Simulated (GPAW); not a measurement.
MoSe:

```
Mo Se
1.0
     3.50023    0.00000    0.00000
     0.00000    3.50023    0.00000
     0.00000    0.00000    3.50023
Mo Se
1 1
Direct
  0.00000 0.00000 0.00000
  0.50000 0.50000 0.50000
```

The cell was built by a generator and needn't be a form met in nature.

Base run:

| Quantity | Value |
| --- | --- |
| Program | GPAW 26.7.0 |
| Functional | LDA |
| Potentials or basis | the program's PAW data sets (release 1.2.1) made for this functional |
| Cutoff | 600 eV |
| Basis | pw |
| k mesh | 8 × 8 × 8 |
| Occupations | fermi-dirac, width 0.05 eV |
| Spin | no spin polarisation |
| Hubbard terms | Mo d U = 5 eV |

Its results: band gap on the k mesh 1.01 eV, indirect (least direct gap 1.81 eV); pressure -12.5 GPa.

Task: The run is repeated on the same cell with these changes: hubbard terms from Mo d U = 5 eV to Mo d U = 8 eV. What comes out?

Result: Band gap on the k mesh 0.92 eV, indirect (least direct gap 1.79 eV); pressure -6.3 GPa.

A k mesh can miss the band edges.
